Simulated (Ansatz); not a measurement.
# CHGa₂ (sextet): from Hartree-Fock to the top rungs, cc-pVTZ

An exercise on one series of results from a longer session: the logs are not shown, and one member is left open.

Method: cc-pVTZ, core rule «outside noble gas», up to 29 orbitals frozen; program: Ansatz 0.2.0, Gaussian basis.

To be run: UHF; CCSD(T) on ROHF; CCSD(T) on UHF; BCCD(T) on ROHF; CCSDT(Q) on ROHF; CCSDT(Q) on UHF.

3 further runs of the same task are left out: 3 set aside as unsound or not needed. Runs told in other sessions of the task aren't counted.

**The system**

The geometry is a PBE0/def2-TZVP stationary point (not a proven minimum) of the parent state, kept for this charge and spin. No spin-orbit coupling is included. The filled d shell of Ga may be among the frozen orbitals whatever the setting's name suggests.

4 atoms, charge 0, spin multiplicity 6.

Atoms are counted from 1 here; the program's logs count them from 0.

Bond lengths: Ga1–C2 2.021 Å, C2–Ga3 2.001 Å, Ga3–H4 1.615 Å. Angles: Ga1–C2–Ga3 175.9°, C2–Ga3–H4 115.6°.

Set-up of the first run:

in.yaml

```yaml
crystal:
  periodic: [false, false, false]
  atoms:
    - {symbol: Ga, position_ang: [-0.000039, -0.311616, 2.680606]}
    - {symbol: C, position_ang: [0.000076, -0.414160, 0.662323]}
    - {symbol: Ga, position_ang: [-0.000040, -0.372809, -1.338163]}
    - {symbol: H, position_ang: [0.000002, 1.098586, -2.004765]}
basis:
  gaussian: {orbitals: cc-pVTZ}
magnetization: {spin_polarized: true, initial_magnetization: 5}
hamiltonian: {xc: hf}
output: {orbitals: {seedname: orbitals}}
```

The run is started by

```
> ansatz run in.yaml --threads 1 --pin off --events-out ev --progress --plain --max-ram 2816MiB --backend cpu
```

Among the steps run: UHF; CCSD(T) on ROHF; CCSD(T) on UHF; BCCD(T) on ROHF; CCSDT(Q) on ROHF; CCSDT(Q) on UHF.

One of the session's tables, all rows but one given; the rest of the session is left out.

| method | from RCCSDT(Q) (kcal/mol) |
| --- | --- |
| ROHF | +149.91 |
| UHF | ? |
| RMP2 | +28.26 |
| UMP2 | +28.96 |
| RCCSD | +8.35 |
| UCCSD | +7.40 |
| RCCSD(T) | +1.76 |
| UCCSD(T) | +1.15 |
| BCCD(T) | +1.64 |
| RCCSDT | +0.48 |
| UCCSDT | -0.21 |
| RCCSDT(Q) | 0 |
| UCCSDT(Q) | -0.70 |

**Question.** Estimate the row for UHF.

**Answer.** from RCCSDT(Q) (kcal/mol): +142.61. In the column «from RCCSDT(Q) (kcal/mol)» it lies between UMP2 (+28.96) and ROHF (+149.91).

Caveats from the session: Restricted and unrestricted rows rest on different reference determinants; a gap between their highest levels can come from leftover correlation error, from unlike frozen cores or from another state.
